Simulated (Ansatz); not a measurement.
# MgSn2N2: the cost of one run

Program: Ansatz 0.2.0. Level of theory: DFT PBE, scalar-relativistic, plane waves, PAW. These are calculated values, not measurements.

## Step 1: The starting structure

Symmetry: P-3m1, No. 164, trigonal system. Conventional cell: a = 4.196 Å, b = 4.196 Å, c = 6.621 Å, α = 90.00°, β = 90.00°, γ = 120.00°. Mg (site symmetry -3m) is surrounded by 6 Sn at 2.97 Å and 6 N at 3.38 Å. Sn (site symmetry 3m) is surrounded by 4 N at 2.50 to 2.54 Å. Around N (site symmetry 3m) lie 4 Sn at 2.50 to 2.54 Å and 3 Mg at 3.38 Å.

As a file:

```cif
data_structure
_symmetry_space_group_name_H-M 'P-3m1'
_symmetry_Int_Tables_number 164
_cell_length_a 4.1963
_cell_length_b 4.1963
_cell_length_c 6.6207
_cell_angle_alpha 90.000
_cell_angle_beta 90.000
_cell_angle_gamma 120.000
_cell_volume 100.96
loop_
_atom_site_label
_atom_site_type_symbol
_atom_site_symmetry_multiplicity
_atom_site_Wyckoff_symbol
_atom_site_fract_x
_atom_site_fract_y
_atom_site_fract_z
_atom_site_occupancy
Mg1 Mg 1 a 0.00000 0.00000 0.00000 1
Sn1 Sn 2 d 0.66667 0.33333 0.73937 1
N1 N 2 d 0.66667 0.33333 0.35647 1
```

The cell is invented: species swapped into a database cell of TbAl2Ge2 (P-3m1, No. 164), with Mg on the Tb sites, N on the Al sites and Sn on the Ge sites. The dimensions are guesses.

## Step 2: Probe: one point on a coarse mesh

input.yaml

```yaml
crystal:
  lattice:
    - [4.1963125, 0.0, 0.0]
    - [-2.09815625, 3.63411323, 0.0]
    - [0.0, 0.0, 6.62069298]
  atoms:
    - { symbol: Mg, position: [0.0, 0.0, 0.0] }
    - { symbol: Sn, position: [0.66666667, 0.33333333, 0.73937285] }
    - { symbol: Sn, position: [0.33333333, 0.66666667, 0.26062715] }
    - { symbol: "N", position: [0.66666667, 0.33333333, 0.35646817] }
    - { symbol: "N", position: [0.33333333, 0.66666667, 0.64353183] }
basis:
  ecutwfc: 420
kpoints:
  mp_grid: { grid: [6, 6, 4] }
hamiltonian:
  xc: pbe
scf:
  occupations: { method: gaussian, width: 0.1 }
  lower_state_search: "off"
output:
  forces: true
  stress: true
  eigenvalues: true
```

Launch:

```bash
$ ansatz run input.yaml --threads 1 --pin off --max-ram 2560MiB --backend cpu --events-out ev --progress --plain --runs-dir out
```

What time and memory should one allow on 1 thread of Intel Xeon 6975P-C (Granite Rapids), shared host?

About 2.1 s, with a peak of 0.41 GiB.
